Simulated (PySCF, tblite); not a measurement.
# C6H10Si2: geometry, infrared bands and NMR shifts

Wanted: the infrared bands and NMR shifts of C6H10Si2 (`C#C[Si@H]([SiH2]C)C1C=C1`), by calculation.

The runs use tblite 0.8.0 and PySCF 2.14.0, with density-fitted response routines of our own; the level of theory stands in each step. All values are computed, except where a source is named. Atoms count from 0, in the outputs and in this text.

## (1) The starting structure

18 atoms, charge 0, multiplicity 1; geometry from: force field or distance geometry start.

Bonds of the start (Å): C0–C1 1.20, C1–Si2 1.83, Si2–Si3 2.23, Si3–C4 1.86, Si2–C5 1.84, C5–C6 1.49, C6–C7 1.34, C7–C5 1.49, C0–H8 1.06, Si2–H9 1.49, Si3–H10 1.47, Si3–H11 1.48, C4–H12 1.12, C4–H13 1.12, C4–H14 1.10, C5–H15 1.10, C6–H16 1.09, C7–H17 1.09.

## (2) Relaxing the molecule with GFN2-xTB

What the job is given:

```
{"job": {"kind": "relax", "xc": "GFN2-xTB", "basis": "xTB"}, "charge": 0, "multiplicity": 1}
C     -0.447900     3.324300    -0.528200
C     -0.107300     2.183600    -0.704600
Si     0.427200     0.447800    -0.937000
Si    -1.213000    -0.982900    -0.437700
C     -2.225500    -0.441900     1.029100
C      2.012300     0.076500    -0.086500
C      2.049300    -0.815700     1.108400
C      2.349700    -1.375600    -0.072900
H     -0.778400     4.321400    -0.379400
H      0.645700     0.291700    -2.399800
H     -0.711100    -2.334500    -0.157200
H     -2.088200    -1.127500    -1.622600
H     -3.006100     0.287700     0.704300
H     -2.738400    -1.361800     1.407600
H     -1.610800    -0.032800     1.840300
H      2.893000     0.706800    -0.281400
H      1.921800    -0.925700     2.189600
H      2.619000    -2.235100    -0.683700
```

Launch:

```console
$ OMP_NUM_THREADS=1 python probes_run.py task.json out
```

This one command runs all jobs of the session in turn.

**Question.** This job is followed by: GFN2-xTB harmonic vibrations, gas phase; GIAO PBE0/pcSseg-1 NMR shielding, non-relativistic, gas phase. What will the session give for the following? strongest single infrared mode (GFN2-xTB); zero-point energy (GFN2-xTB); 13C shifts against TMS (PBE0/pcSseg-1); 1H shifts against TMS (PBE0/pcSseg-1, means over atoms taken as alike); 29Si shifts against TMS (PBE0/pcSseg-1).

As calculated:

| quantity | value |
| --- | --- |
| strongest single infrared mode (GFN2-xTB) | 2168 cm⁻¹, 434 km/mol |
| zero-point energy (GFN2-xTB) | 78.8 kcal/mol |
| 13C shifts against TMS (PBE0/pcSseg-1) | 122.4, 121.1, 105.2, 88.3, 6.6, -10.5 ppm |
| 1H shifts against TMS (PBE0/pcSseg-1, means over atoms taken as alike) | 7.42, 7.39, 4.79, 3.61, 3.60, 2.04, 1.19, 0.18 ppm |
| 29Si shifts against TMS (PBE0/pcSseg-1) | -59.4, -88.9 ppm |

**Reading.** The optimisation took 94 steps and gained 0.439 eV; among the close pairs (by a distance rule), Si2–Si3 changed most, from 2.233 to 2.316 Å. All 48 modes are real, so the xTB geometry is a minimum. The strongest single mode, at 2168 cm⁻¹, moves mainly H10. GFN2-xTB is a fitted tight-binding method: band positions and strengths are rough. Its intensities can rank the bands wrongly. At PBE0/pcSseg-1: The widest tensor belongs to C1: span 291 ppm, with a paramagnetic part of -162 ppm.
